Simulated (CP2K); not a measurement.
Runs of CP2K 2026.2 on NbSi. Symmetry: Pm-3m, No. 221, cubic system. Conventional cell: a = 3.156 Å, b = 3.156 Å, c = 3.156 Å, α = 90.00°, β = 90.00°, γ = 90.00°. Nb (site symmetry m-3m) is surrounded by 8 Si at 2.73 Å. Si (site symmetry m-3m) is surrounded by 8 Nb at 2.73 Å. The cell was built by a generator and needn't be a form met in nature.

```tsv
level	cutoff of the non-local correlation (Ry)	gap on the mesh (eV)	pressure (GPa)
rev-vdW-DF2	300	none	0.3
PBEsol	-	none	-3.3
BEEF-vdW	300	none	0.5
OLYP	-	none	-3.6
LDA	-	none	(a)
MS2	-	none	0.5
```

Alike in all rows: task atomic charges; potentials or basis POTENTIAL_UZH Nb GTH-PBE-q13, Si GTH-PBE-q4; TZVP-MOLOPT-PBE-GTH basis; no spin polarisation; cell as given; k mesh 8 × 8 × 8; smearing fermi-dirac 0.05 eV.

Question: Fill in the values left out.

Answer: (a) -4.8.

Caveats: the potentials were made for another functional, which shifts forces and pressure; the basis of atomic orbitals isn't converged, which shifts pressures, moduli and gaps.

A k mesh can miss the band edges, and the runs leave out spin-orbit coupling on Nb.

A gap of «none» marks a metal or a gap under the smearing width.

Runs at the PBE level aren't shown here.
